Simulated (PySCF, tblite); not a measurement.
# C5H9FOSi: geometry, infrared bands and NMR shifts

What infrared bands and NMR shifts should C5H9FOSi (`F[SiH2]OC1=CCCC1`) show?

The runs use tblite 0.8.0 and PySCF 2.14.0, with density-fitted response routines of our own; the level of theory stands in each step. All values are computed, except where a source is named. Atoms count from 0, in the outputs and in this text.

### 1 The molecule as given

17 atoms, charge 0, multiplicity 1; geometry from: force field or distance geometry start.

Bonds of the start (Å): F0–Si1 1.68, Si1–O2 1.71, O2–C3 1.39, C3–C4 1.33, C4–C5 1.49, C5–C6 1.53, C6–C7 1.54, C7–C3 1.50, Si1–H8 1.47, Si1–H9 1.49, C4–H10 1.11, C5–H11 1.11, C5–H12 1.12, C6–H13 1.10, C6–H14 1.11, C7–H15 1.13, C7–H16 1.09.

### 2 Geometry optimisation with GFN2-xTB

Job settings and geometry (Å):

```
{"job": {"kind": "relax", "xc": "GFN2-xTB", "basis": "xTB"}, "charge": 0, "multiplicity": 1}
F      3.230600    -0.813800    -1.527900
Si     2.982300    -0.090700    -0.036700
O      1.555500     0.849100    -0.091400
C      0.267000     0.343000     0.037900
C     -0.270900    -0.755700    -0.472800
C     -1.693400    -0.906500    -0.042600
C     -2.042600     0.568800     0.169800
C     -0.763300     1.015500     0.901000
H      2.965600    -1.059500     1.067300
H      4.176500     0.768000     0.187100
H      0.258700    -1.450700    -1.152000
H     -2.309600    -1.349700    -0.855000
H     -1.794900    -1.483200     0.911700
H     -2.933000     0.685600     0.804400
H     -2.151700     1.090000    -0.807800
H     -0.819200     0.503000     1.902200
H     -0.664700     2.099000     0.943200
```

The run is started by

```bash
> OMP_NUM_THREADS=1 python probes_run.py task.json out
```

One launch serves the whole session: the jobs run in the order shown.

**Question.** This job is followed by: GFN2-xTB harmonic vibrations, gas phase; GIAO PBE0/pcSseg-1 NMR shielding, non-relativistic, gas phase. Predict these results of the whole session: strongest single infrared mode (GFN2-xTB); zero-point energy (GFN2-xTB); 13C shifts against TMS (PBE0/pcSseg-1); 1H shifts against TMS (PBE0/pcSseg-1, means over atoms taken as alike); 19F shifts against CFCl3 (PBE0/pcSseg-1); 29Si shifts against TMS (PBE0/pcSseg-1); 17O shifts against H2O (PBE0/pcSseg-1).

The runs gave:

| quantity | value |
| --- | --- |
| strongest single infrared mode (GFN2-xTB) | 2347 cm⁻¹, 252 km/mol |
| zero-point energy (GFN2-xTB) | 80.9 kcal/mol |
| 13C shifts against TMS (PBE0/pcSseg-1) | 161.8, 108.3, 37.3, 32.9, 23.6 ppm |
| 1H shifts against TMS (PBE0/pcSseg-1, means over atoms taken as alike) | 4.95, 4.90, 2.56, 2.55, 1.98 ppm |
| 19F shifts against CFCl3 (PBE0/pcSseg-1) | -168.2 ppm |
| 29Si shifts against TMS (PBE0/pcSseg-1) | -31.4 ppm |
| 17O shifts against H2O (PBE0/pcSseg-1) | 132.1 ppm |

The optimisation took 103 steps and gained 0.708 eV; among the close pairs (by a distance rule), Si1–O2 changed most, from 1.709 to 1.611 Å. No mode is imaginary among the 45: a minimum at this level. The strongest single mode, at 2347 cm⁻¹, moves mainly H8. Unscaled tight-binding wavenumbers are off by several per cent, some by more. Its intensities can rank the bands wrongly. C3 (alkene carbon bearing oxygen) lies farthest downfield among carbon, at 161.8 ppm; an sp2 carbon further deshielded by the attached heteroatom. At PBE0/pcSseg-1: The widest tensor belongs to O2: span 197 ppm, with a paramagnetic part of -193 ppm.
